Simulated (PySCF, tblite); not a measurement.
# C6H15NSi: geometry, infrared bands, NMR shifts and electronic excitations, part 2 of 2

tblite 0.8.0 and PySCF 2.14.0. Atoms count from 0. Earlier steps stand in the parts before.

**5. Shielding tensors: PBE0/pcSseg-1**

What the job is given:

```
{"job": {"kind": "nmr", "xc": "PBE0", "basis": "pcSseg-1"}, "charge": 0, "multiplicity": 1}
N     -2.718642     0.453946     0.415861
C     -2.123510    -0.335446    -0.646084
C     -0.591813    -0.308252    -0.595606
C     -0.079890    -0.932097     0.709187
C      1.432237    -1.142656     0.790386
C      2.240311     0.159580     0.811432
Si     1.813185     1.200328    -0.701903
C     -0.062505     1.114855    -0.824197
H     -2.702458    -0.054134     1.297037
H     -3.695524     0.650500     0.216526
H     -2.455332    -1.396586    -0.656757
H     -2.440982     0.095370    -1.610174
H     -0.242730    -0.953259    -1.425040
H     -0.578830    -1.907492     0.846245
H     -0.398295    -0.296368     1.556056
H      1.751724    -1.764033    -0.066653
H      1.660687    -1.737990     1.690987
H      1.988210     0.741257     1.716222
H      3.321543    -0.047032     0.864698
H      2.440211     0.587615    -1.920612
H      2.311753     2.608106    -0.587403
H     -0.407356     1.495886    -1.800432
H     -0.512209     1.775457    -0.062410
```

Method: GIAO PBE0/pcSseg-1 NMR shielding, non-relativistic, gas phase.

The log of the run:

```text
coarse grid: 18504 points
cycle   1  E = -581.2800659215  dE =  6.614e-01  |g| = 5.247e-01  |ddm| = 4.138e+00
cycle   2  E = -581.2414716258  dE =  3.859e-02  |g| = 6.645e-01  |ddm| = 1.131e+00
cycle   3  E = -581.3509870564  dE = -1.095e-01  |g| = 5.018e-02  |ddm| = 6.858e-01
cycle   4  E = -581.3515146141  dE = -5.276e-04  |g| = 1.597e-02  |ddm| = 6.986e-02
cycle   5  E = -581.3515664945  dE = -5.188e-05  |g| = 5.978e-03  |ddm| = 1.961e-02
cycle   6  E = -581.3515746599  dE = -8.165e-06  |g| = 1.037e-03  |ddm| = 5.553e-03
final grid: 170752 points
cycle   7  E = -581.3983720543  dE = -5.894e-05  |g| = 1.029e-02  |ddm| = 3.925e-02
cycle   8  E = -581.3983546453  dE =  1.741e-05  |g| = 1.334e-02  |ddm| = 2.144e-02
cycle   9  E = -581.3983986152  dE = -4.397e-05  |g| = 6.918e-04  |ddm| = 1.262e-02
cycle  10  E = -581.3983987117  dE = -9.646e-08  |g| = 2.337e-04  |ddm| = 9.309e-04
cycle  11  E = -581.3983987236  dE = -1.190e-08  |g| = 5.814e-05  |ddm| = 2.147e-04
cycle  12  E = -581.3983987244  dE = -7.763e-10  |g| = 9.447e-06  |ddm| = 6.793e-05
converged SCF energy = -581.3983987244

GIAO shielding tensors (ppm)
atom      isotropic    diamagn.    paramagn.     s11        s22        s33       span
  0 N      239.330     312.123     -72.793    206.263    248.190    263.536     57.273
  1 C      130.442     244.675    -114.233    119.490    126.674    145.163     25.673
  2 C      144.313     246.432    -102.119    134.037    142.453    156.450     22.413
  3 C      151.113     249.267     -98.154    141.249    155.175    156.915     15.666
  4 C      157.167     245.842     -88.675    152.178    153.619    165.702     13.524
  5 C      175.676     251.032     -75.356    157.874    183.269    185.884     28.010
  6 Si     391.371     879.333    -487.963    369.313    379.927    424.873     55.560
  7 C      173.819     250.957     -77.138    154.964    174.654    191.838     36.874
  8 H       31.395      31.048       0.346     23.113     30.961     40.110     16.996
  9 H       30.949      28.226       2.722     23.318     27.265     42.263     18.946
 10 H       28.239      30.438      -2.199     22.740     27.996     33.982     11.243
 11 H       28.972      30.469      -1.498     24.261     28.490     34.164      9.903
 12 H       30.087      33.377      -3.290     26.737     28.972     34.551      7.814
 13 H       30.071      32.654      -2.583     24.313     29.888     36.011     11.697
 14 H       30.215      33.127      -2.912     25.638     31.230     33.778      8.140
 15 H       29.911      30.876      -0.965     26.152     28.270     35.311      9.159
 16 H       29.219      29.503      -0.284     23.188     27.827     36.642     13.454
 17 H       30.784      30.206       0.578     27.257     28.205     36.890      9.633
 18 H       30.520      28.112       2.408     25.696     27.392     38.470     12.774
 19 H       27.200      28.580      -1.380     24.035     24.979     32.585      8.550
 20 H       27.109      27.845      -0.735     23.876     24.430     33.022      9.146
 21 H       30.939      30.946      -0.006     25.492     28.887     38.439     12.947
 22 H       29.475      30.672      -1.197     24.664     29.708     34.053      9.389
```

It took 90 s on 1 thread of Arm Neoverse N1, shared host; peak memory 1 GiB.

The references, computed at this level on geometries of the same kind, shield at (ppm): 1H TMS 31.27, 13C TMS 184.4, 29Si TMS 352.0, 15N NH3 265.7. Their shielding less the atom's gives the shift. The references are single molecules in the gas phase, so shifts against H2O, NH3, PH3, H3PO4 or CFCl3 are not on the usual liquid scales and can be off by tens of ppm. Atoms listed in one row are averaged.

| atoms | environment | σ (ppm) | δ (ppm) | δ scaled to CDCl3 |
| --- | --- | --- | --- | --- |
| C1 | sp3 CH2 bonded to N | 130.4 | 54.0 | 51.9 |
| C2 | sp3 CH in a ring | 144.3 | 40.1 | 38.4 |
| C3 | sp3 CH2 in a ring | 151.1 | 33.3 | 31.8 |
| C4 | sp3 CH2 in a ring | 157.2 | 27.2 | 25.9 |
| C7 | sp3 CH2 bonded to Si | 173.8 | 10.6 | 9.8 |
| C5 | sp3 CH2 bonded to Si | 175.7 | 8.7 | 8.0 |
| H20 | hydrogen on a silicon bonded to 2 C, in a 6-membered ring | 27.11 | 4.16 | – |
| H19 | hydrogen on a silicon bonded to 2 C, in a 6-membered ring | 27.20 | 4.07 | – |
| H10 | hydrogen on an sp3 CH2 bonded to N | 28.24 | 3.03 | 3.09 |
| H11 | hydrogen on an sp3 CH2 bonded to N | 28.97 | 2.30 | 2.39 |
| H16 | hydrogen on an sp3 CH2 in a ring | 29.22 | 2.05 | 2.16 |
| H22 | hydrogen on an sp3 CH2 bonded to Si | 29.48 | 1.79 | 1.91 |
| H15 | hydrogen on an sp3 CH2 in a ring | 29.91 | 1.36 | 1.50 |
| H13 | hydrogen on an sp3 CH2 in a ring | 30.07 | 1.20 | 1.35 |
| H12 | hydrogen on an sp3 CH in a ring | 30.09 | 1.18 | 1.33 |
| H14 | hydrogen on an sp3 CH2 in a ring | 30.22 | 1.05 | 1.21 |
| H18 | hydrogen on an sp3 CH2 bonded to Si | 30.52 | 0.75 | 0.92 |
| H17 | hydrogen on an sp3 CH2 bonded to Si | 30.78 | 0.48 | 0.67 |
| H21 | hydrogen on an sp3 CH2 bonded to Si | 30.94 | 0.33 | 0.53 |
| H8, H9 | hydrogen on an amine nitrogen | 31.17 | 0.10 | – |
| N0 | amine nitrogen | 239.3 | 26.3 | – |
| Si6 | silicon bonded to 2 C, 2 H, in a 6-membered ring | 391.4 | -39.4 | – |

The scaled column applies a straight-line fit of computed shieldings to shifts measured in CDCl3 (root-mean-square error 0.21 ppm for H, 2.0 ppm for C).

Charges from the same density, by scheme (e):

| atoms | Mulliken | IAO | Hirshfeld | ESP fit |
| --- | --- | --- | --- | --- |
| N0 | -0.44 | -0.58 | -0.23 | -0.89 |
| C1 | -0.03 | -0.14 | -0.03 | 0.09 |
| C2 | -0.33 | -0.09 | -0.02 | 0.13 |
| C3 | -0.20 | -0.25 | -0.07 | -0.06 |
| C4 | -0.22 | -0.24 | -0.06 | -0.08 |
| C5 | -0.52 | -0.54 | -0.16 | -0.20 |
| Si6 | 0.66 | 0.75 | 0.33 | 0.36 |
| C7 | -0.45 | -0.54 | -0.17 | -0.18 |

Mayer bond orders: N0–C1 1.04, C1–C2 1.04, C2–C3 0.99, C3–C4 1.05, C4–C5 1.03, C5–Si6 0.92, Si6–C7 0.92, C7–C2 0.99.

Ring of atoms C2, C3, C4, C5, Si6, C7: NICS(0) -2.5, NICS(1) -2.2, NICS(1)zz 3.8 ppm (means of both faces).

The fields below are evaluated on a grid from the run's orbitals.

Frontier orbitals at PBE0/pcSseg-1, with the share of their density that lies nearest to each atom:

| orbital | energy (eV) | lies on |
| --- | --- | --- |
| HOMO | -6.80 | N0 58 %; H10 11 %; H8, H9 about 7 % each |
| LUMO | 1.24 | H8, H9, H13 about 10 % each; H10 8 %; 4 H atoms about 6 % each |

ELF in a plane through or near 7 of the atoms.

Values, 10 rows by 14 columns:
```
0.00 0.00 0.00 0.00 0.00 0.00 0.00 0.00 0.00 0.00 0.00 0.00 0.00 0.00
0.00 0.00 0.00 0.00 0.00 0.03 0.00 0.00 0.00 0.00 0.00 0.00 0.00 0.00
0.00 0.00 0.00 0.00 0.85 0.99 0.07 0.75 0.95 0.01 0.00 0.00 0.00 0.00
0.00 0.00 0.01 0.03 0.25 0.73 0.62 0.93 0.95 0.01 0.01 0.00 0.00 0.00
0.00 0.00 0.88 0.96 0.48 0.75 0.78 0.63 0.31 0.48 0.28 0.02 0.00 0.00
0.00 0.00 0.21 0.49 0.68 0.66 0.07 0.56 0.68 0.15 0.41 0.04 0.00 0.00
0.00 0.00 0.00 0.11 0.15 0.81 0.93 0.18 0.27 0.53 0.65 0.01 0.00 0.00
0.00 0.00 0.00 0.10 0.42 0.23 0.33 0.99 0.97 0.01 0.03 0.00 0.00 0.00
0.00 0.00 0.00 0.02 0.10 0.06 0.01 0.57 0.42 0.00 0.00 0.00 0.00 0.00
0.00 0.00 0.00 0.00 0.00 0.00 0.00 0.00 0.00 0.00 0.00 0.00 0.00 0.00
```
The map spans 12.4 Å across and 10.1 Å up, centred on the molecule. Atoms in the plane (x, y in Å): C1 (2.2, -0.1), C3 (0.1, 1.2), C4 (-1.4, 1.4), Si6 (-1.8, -1.4), H13 (0.6, 2.0), H16 (-1.7, 2.4), H21 (0.5, -2.3).

log10 of the density (e/Å³) in the same plane.

Ten even steps from '0' (-4.0) to '9' (1.3):
```
0000000000000000000000000000
0000000000100000000000000000
0000000112221111100000000000
0000001234443333321000000000
0000012346654455432100000000
0000012456765566643211000000
0000233457777777644333200000
0001345567987887655544310000
0002456667777787666665421000
0002456677666777777765431000
0001345667655678778765431000
0001234567766777767765431000
0000234569977887656654320000
0000234567867777644543210000
0000234566656677643322100000
0000123455544566532211000000
0000122333333344321000000000
0000011222221222100000000000
0000000111100000000000000000
0000000000000000000000000000
```
The map spans 12.4 Å across and 10.1 Å up, centred on the molecule. Atoms in the plane (x, y in Å): C1 (2.2, -0.1), C3 (0.1, 1.2), C4 (-1.4, 1.4), Si6 (-1.8, -1.4), H13 (0.6, 2.0), H16 (-1.7, 2.4), H21 (0.5, -2.3).

On the surface of density 0.002 e/bohr³ the electrostatic potential runs, from the 1st to the 99th percentile, from -1.44 V near N0 to 1.26 V near H9.

**6. Ultraviolet spectrum: B3LYP/def2-SVPD**

The job, as its differences from that of step 5:

```diff
@@ -1,2 +1,2 @@
-{"job": {"kind": "nmr", "xc": "PBE0", "basis": "pcSseg-1"}, "charge": 0, "multiplicity": 1}
+{"job": {"kind": "uv", "xc": "B3LYP", "basis": "def2-SVPD", "ip": true}, "charge": 0, "multiplicity": 1}
 N     -2.718642     0.453946     0.415861
```

Method: TDDFT B3LYP/def2-SVPD, vertical, gas phase, core orbitals frozen in the response.

The log of the run:

```text
coarse grid: 18504 points
cycle   1  E = -581.4818624453  dE =  5.467e-01  |g| = 5.829e-01  |ddm| = 7.509e+00
cycle   2  E = -581.3934604408  dE =  8.840e-02  |g| = 8.314e-01  |ddm| = 2.767e+00
cycle   3  E = -581.5717538001  dE = -1.783e-01  |g| = 6.741e-02  |ddm| = 1.624e+00
cycle   4  E = -581.5727961544  dE = -1.042e-03  |g| = 2.319e-02  |ddm| = 2.307e-01
cycle   5  E = -581.5729116843  dE = -1.155e-04  |g| = 8.400e-03  |ddm| = 6.014e-02
cycle   6  E = -581.5729284369  dE = -1.675e-05  |g| = 1.778e-03  |ddm| = 2.235e-02
cycle   7  E = -581.5729292306  dE = -7.938e-07  |g| = 4.060e-04  |ddm| = 4.715e-03
final grid: 170752 points
cycle   8  E = -581.6643127490  dE = -7.958e-05  |g| = 6.744e-03  |ddm| = 2.196e-01
cycle   9  E = -581.6643015628  dE =  1.119e-05  |g| = 9.468e-03  |ddm| = 3.092e-02
cycle  10  E = -581.6643245146  dE = -2.295e-05  |g| = 6.452e-04  |ddm| = 1.630e-02
cycle  11  E = -581.6643246086  dE = -9.397e-08  |g| = 2.167e-04  |ddm| = 2.274e-03
cycle  12  E = -581.6643246185  dE = -9.968e-09  |g| = 6.713e-05  |ddm| = 4.735e-04
cycle  13  E = -581.6643246196  dE = -1.050e-09  |g| = 1.400e-05  |ddm| = 2.136e-04
cycle  14  E = -581.6643246196  dE = -4.229e-11  |g| = 3.907e-06  |ddm| = 3.137e-05
converged SCF energy = -581.6643246196

Static polarisability (au): isotropic 106.379, principal 93.825 105.659 119.652

Singlet excitations
state   eV       nm        f      main configurations
  1   5.9792    207.4   0.00893   H->L 0.85, H->L+1 0.09
  2   6.6361    186.8   0.01639   H->L+2 0.88
  3   6.6898    185.3   0.00071   H->L+1 0.82, H->L 0.10
  4   7.0044    177.0   0.03578   H->L+3 0.84
  5   7.0838    175.0   0.01991   H-1->L 0.79, H->L+4 0.10
  6   7.0956    174.7   0.00078   H->L+4 0.63, H-1->L 0.09, H->L+3 0.09
  7   7.3645    168.4   0.00917   H-1->L+1 0.83
  8   7.5064    165.2   0.00073   H-1->L+2 0.48, H->L+5 0.36
  9   7.5464    164.3   0.00060   H-1->L+2 0.44, H->L+5 0.38
 10   7.6314    162.5   0.01270   H-2->L 0.87

Triplet excitations (Tamm-Dancoff, eV): 5.7307 6.5306 6.6314 6.8873
Vertical ionisation energy (delta-SCF) = 9.4421 eV
```

It took 12 min on 1 thread of Arm Neoverse N1, shared host; peak memory 1.2 GiB.

Frontier orbitals and where they lie:

| orbital | eV | atoms |
| --- | --- | --- |
| HOMO−3 | -8.56 | Si6 25 %, H19 18 %, H20 15 % |
| HOMO−2 | -8.06 | Si6 20 %, C7 19 %, C5 10 % |
| HOMO−1 | -7.54 | C5 22 %, Si6 17 %, C7 16 % |
| HOMO | -6.69 | N0 58 %, C1 13 %, H10 7 % |
| LUMO | 0.31 | C1 12 %, H9 9 %, H8 9 % |
| LUMO+1 | 0.65 | Si6 16 %, C5 12 %, H18 10 % |
| LUMO+2 | 0.78 | H12 11 %, Si6 11 %, H8 10 % |

With each of the 10 states as a Gaussian band of 0.4 eV half-width at 1/e, the curve within the window shown has maxima at 176 nm (ε 2,800) L/(mol cm). Beyond the last state computed it falls off for lack of states. The curve at chosen wavelengths:

(nm, ε (L/mol/cm)): (156, 378), (159, 680), (162, 1038), (165, 1451), (168, 1924), (171, 2393), (174, 2714), (177, 2764), (180, 2536), (183, 2127), (186, 1667), (189, 1248), (192, 918), (194, 755), (197, 590), (200, 499), (203, 453), (206, 422), (209, 384), (212, 333), (215, 272), (218, 208), (221, 149), (224, 101), (227, 65), (230, 39)

Leading natural transition orbitals of singlet state 4: the hole lies on N0 56 %; H10 11 %; H8, H9 about 7 % each; the particle on H10, H13, H22 about 13 % each; H20, H21 about 10 % each.

Leading natural transition orbitals of singlet state 1: the hole lies on N0 59 %; H10 11 %; H8, H9 about 8 % each; the particle on H8, H9 about 24 % each; H10 11 %; H11 9 %.

Further results of this job:

| property | computed |
| --- | --- |
| dipole moment (D) | 1.98 |
| polarisability (Å³) | 15.76 |
| HOMO–LUMO gap (eV) | 7.01 |
| −ε(HOMO) (eV) | 6.69 |

**7. Shielding tensors: B3LYP/pcSseg-1**

The job, as its differences from that of step 6:

```diff
@@ -1,2 +1,2 @@
-{"job": {"kind": "uv", "xc": "B3LYP", "basis": "def2-SVPD", "ip": true}, "charge": 0, "multiplicity": 1}
+{"job": {"kind": "nmr", "xc": "B3LYP", "basis": "pcSseg-1", "pop": false}, "charge": 0, "multiplicity": 1}
 N     -2.718642     0.453946     0.415861
```

With the program's defaults for keys left out, this is: GIAO B3LYP/pcSseg-1 NMR shielding, non-relativistic, gas phase.

The log of the run:

```text
coarse grid: 18504 points
cycle   1  E = -581.7478174545  dE =  6.129e-01  |g| = 6.084e-01  |ddm| = 4.168e+00
cycle   2  E = -581.6673246715  dE =  8.049e-02  |g| = 8.348e-01  |ddm| = 1.373e+00
cycle   3  E = -581.8419010175  dE = -1.746e-01  |g| = 6.317e-02  |ddm| = 8.840e-01
cycle   4  E = -581.8427736133  dE = -8.726e-04  |g| = 1.928e-02  |ddm| = 9.228e-02
cycle   5  E = -581.8428476349  dE = -7.402e-05  |g| = 7.639e-03  |ddm| = 2.330e-02
cycle   6  E = -581.8428609801  dE = -1.335e-05  |g| = 1.334e-03  |ddm| = 6.886e-03
cycle   7  E = -581.8428614270  dE = -4.469e-07  |g| = 3.081e-04  |ddm| = 1.877e-03
final grid: 170752 points
cycle   8  E = -581.9033333444  dE = -5.601e-05  |g| = 7.818e-03  |ddm| = 3.679e-02
cycle   9  E = -581.9033195346  dE =  1.381e-05  |g| = 1.075e-02  |ddm| = 1.707e-02
cycle  10  E = -581.9033487692  dE = -2.923e-05  |g| = 6.380e-04  |ddm| = 1.057e-02
cycle  11  E = -581.9033488539  dE = -8.470e-08  |g| = 1.993e-04  |ddm| = 8.628e-04
cycle  12  E = -581.9033488624  dE = -8.426e-09  |g| = 5.700e-05  |ddm| = 1.827e-04
cycle  13  E = -581.9033488631  dE = -7.351e-10  |g| = 8.505e-06  |ddm| = 5.912e-05
converged SCF energy = -581.9033488631

GIAO shielding tensors (ppm)
atom      isotropic    diamagn.    paramagn.     s11        s22        s33       span
  0 N      233.242     311.398     -78.155    199.628    243.962    256.137     56.509
  1 C      123.337     244.622    -121.286    112.491    119.098    138.421     25.930
  2 C      136.732     246.378    -109.646    126.080    134.841    149.276     23.196
  3 C      144.209     249.024    -104.815    133.846    148.216    150.566     16.720
  4 C      150.315     245.628     -95.314    145.301    146.438    159.205     13.904
  5 C      169.068     250.317     -81.249    151.439    176.309    179.458     28.019
  6 Si     377.382     879.548    -502.166    354.966    364.668    412.513     57.548
  7 C      167.266     250.447     -83.181    148.176    168.233    185.390     37.214
  8 H       31.480      31.218       0.262     23.385     31.226     39.828     16.444
  9 H       31.029      28.082       2.947     23.600     27.626     41.860     18.260
 10 H       28.285      30.446      -2.160     22.938     28.183     33.735     10.798
 11 H       29.070      30.461      -1.391     24.529     28.718     33.964      9.434
 12 H       30.199      33.623      -3.424     27.045     29.216     34.336      7.291
 13 H       30.144      32.696      -2.553     24.629     30.089     35.714     11.085
 14 H       30.288      33.687      -3.398     25.861     31.381     33.623      7.762
 15 H       30.005      31.129      -1.124     26.392     28.511     35.111      8.719
 16 H       29.305      29.359      -0.054     23.502     28.081     36.333     12.831
 17 H       30.904      30.584       0.320     27.566     28.499     36.647      9.080
 18 H       30.627      27.987       2.639     26.071     27.701     38.107     12.036
 19 H       27.412      29.065      -1.654     24.339     25.254     32.642      8.303
 20 H       27.295      28.196      -0.901     24.160     24.686     33.039      8.879
 21 H       31.048      31.057      -0.009     25.885     29.155     38.103     12.218
 22 H       29.573      31.172      -1.599     24.983     29.936     33.801      8.818
```

It took 73 s on 1 thread of Arm Neoverse N1, shared host; peak memory 1.1 GiB.

Key values: δ C1 55.9, C2 42.5, C3 35.0, C4 28.9, H20 4.09, H19 3.97 ppm.

**8. Side by side: NMR shifts**

Shifts (ppm) of some atoms, chosen among heavy atoms and hydrogens apart, with basis size and wall time:

| run | C1 | C2 | C3 | C4 | H20 | H19 | N0 | functions | time |
| --- | --- | --- | --- | --- | --- | --- | --- | --- | --- |
| PBE0/pcSseg-1 | 54.0 | 40.1 | 33.3 | 27.2 | 4.16 | 4.07 | 26.3 | 218 | 90 s |
| B3LYP/pcSseg-1 | 55.9 | 42.5 | 35.0 | 28.9 | 4.09 | 3.97 | 30.3 | 218 | 73 s |

**9. What came out**

This closing draws on all 2 parts.

```
                                                              quantity                                                                                   value
                             strongest single infrared mode (GFN2-xTB)                                                                   2194 cm⁻¹, 359 km/mol
                                          zero-point energy (GFN2-xTB)                                                                          125.4 kcal/mol
                                                           point group                                                                                      C1
                                  rotational constants (main isotopes)                                                                    2.77, 1.13, 0.92 GHz
                                13C shifts against TMS (PBE0/pcSseg-1)                                                   54.0, 40.1, 33.3, 27.2, 10.6, 8.7 ppm
1H shifts against TMS (PBE0/pcSseg-1, means over atoms taken as alike)  4.16, 4.07, 3.03, 2.30, 2.05, 1.79, 1.36, 1.20, 1.18, 1.05, 0.75, 0.48, 0.33, 0.10 ppm
                                15N shifts against NH3 (PBE0/pcSseg-1)                                                                                26.3 ppm
                               29Si shifts against TMS (PBE0/pcSseg-1)                                                                               -39.4 ppm
                                 surface potential, 1st and 99th percentile                                                                      -1.44 V and 1.26 V
                                      lowest singlet (B3LYP/def2-SVPD)                                                             5.98 eV (207 nm), f = 0.009
                              brightest single state of those computed                                                             state 4, 7.00 eV, f = 0.036
                                                        lowest triplet                                                                                 5.73 eV
                                     vertical ionisation energy (ΔSCF)                                                                                 9.44 eV
                                              range of the shift of N0                                                                        26.3 to 30.3 ppm
```

In words: Relaxing lowered the energy by 1.286 eV in 164 steps; the close pair that moved most is C2–C3, from 1.450 to 1.532 Å (GFN2-xTB). No mode is imaginary among the 63: a minimum at this level. The strongest single mode, at 2194 cm⁻¹, moves mainly H19. Unscaled tight-binding wavenumbers are off by several per cent, some by more. Its intensities can rank the bands wrongly. Relaxing lowered the energy by 0.202 eV in 8 steps; the close pair that moved most is Si6–H19, from 1.451 to 1.501 Å (PBE0/def2-SVP). The most deshielded carbon is C1 (sp3 CH2 bonded to N), at 54.0 ppm: deshielded by the electronegative neighbour. The first singlet state (HOMO→LUMO 0.85, HOMO→LUMO+1 0.09) lies at 5.98 eV and is weak; of the 10 states computed, the strongest absorption comes from state 4 at 7.00 eV. The lowest triplet lies 0.25 eV below the lowest singlet (triplets in Tamm-Dancoff, singlets in full TDDFT). ΔSCF puts the ionisation energy at 9.44 eV, 2.75 eV above −ε(HOMO). In this run the hole sits in HOMO−1, not in the HOMO; unless the two are degenerate, this need not be the first ionisation. Across the 2 runs the shift of N0 moves most, between 26.3 (PBE0/pcSseg-1) and 30.3 ppm (B3LYP/pcSseg-1).
